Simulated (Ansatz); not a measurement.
# C2H7FNSb: the cost of one run

Method: RHF/def2-SVP, in Ansatz 0.2.0.

## 1. Starting point

Bond lengths: C1–N2 1.398 Å, N2–Sb3 2.097 Å, Sb3–C4 2.173 Å, Sb3–F5 1.975 Å, C1–H6 1.180 Å, C1–H7 1.112 Å, C1–H8 1.071 Å, N2–H9 1.092 Å, C4–H10 1.048 Å, C4–H11 1.176 Å, C4–H12 1.093 Å. Angles (14 of 18 angles, heavy atoms first): C1–N2–Sb3 110.8°, N2–Sb3–C4 93.8°, N2–Sb3–F5 96.3°, C4–Sb3–F5 93.0°, C1–N2–H9 108.7°, Sb3–N2–H9 106.4°, N2–C1–H6 111.0°, N2–C1–H7 112.3°, N2–C1–H8 112.4°, Sb3–C4–H10 110.3°, Sb3–C4–H11 104.4°, Sb3–C4–H12 109.6°, H6–C1–H7 105.9°, H6–C1–H8 105.6°.

As a file:

```xyz
12

C    -1.5021   -0.1399    0.7146
N    -0.2295   -0.3504    1.2546
Sb    1.1668    0.9619    0.4031
C     1.6658   -0.3935   -1.2198
F    -0.1260    1.9706   -0.6974
H    -1.8775    0.9580    0.9307
H    -1.5147   -0.2536   -0.3913
H    -2.2393   -0.7867    1.1449
H    -0.2600   -0.1185    2.3208
H     2.2055    0.1109   -1.9625
H     0.6243   -0.7352   -1.6467
H     2.1636   -1.2788   -0.8171
```

## 2. End point A

input.yaml

```yaml
crystal:
  periodic: [false, false, false]
  atoms:
    - { symbol: C, position_ang: [-1.5021, -0.1399, 0.7146] }
    - { symbol: "N", position_ang: [-0.2295, -0.3504, 1.2546] }
    - { symbol: Sb, position_ang: [1.1668, 0.9619, 0.4031] }
    - { symbol: C, position_ang: [1.6658, -0.3935, -1.2198] }
    - { symbol: F, position_ang: [-0.126, 1.9706, -0.6974] }
    - { symbol: H, position_ang: [-1.8775, 0.958, 0.9307] }
    - { symbol: H, position_ang: [-1.5147, -0.2536, -0.3913] }
    - { symbol: H, position_ang: [-2.2393, -0.7867, 1.1449] }
    - { symbol: H, position_ang: [-0.26, -0.1185, 2.3208] }
    - { symbol: H, position_ang: [2.2055, 0.1109, -1.9625] }
    - { symbol: H, position_ang: [0.6243, -0.7352, -1.6467] }
    - { symbol: H, position_ang: [2.1636, -1.2788, -0.8171] }
basis:
  gaussian: { orbitals: def2-SVP }
hamiltonian:
  xc: hf
relax:
  f_tol: 0.015
  max_steps: 40
```

Run with:

```sh
ansatz run input.yaml --threads 2 --pin off --max-ram 3072MiB --backend cpu --events-out ev --progress --plain --runs-dir out
```

**Question.** How long does this run take on 2 threads of AMD EPYC 9R45 (Zen 5), shared host, and how much memory does it need?

About 20 s, with a peak of 0.3 GiB.
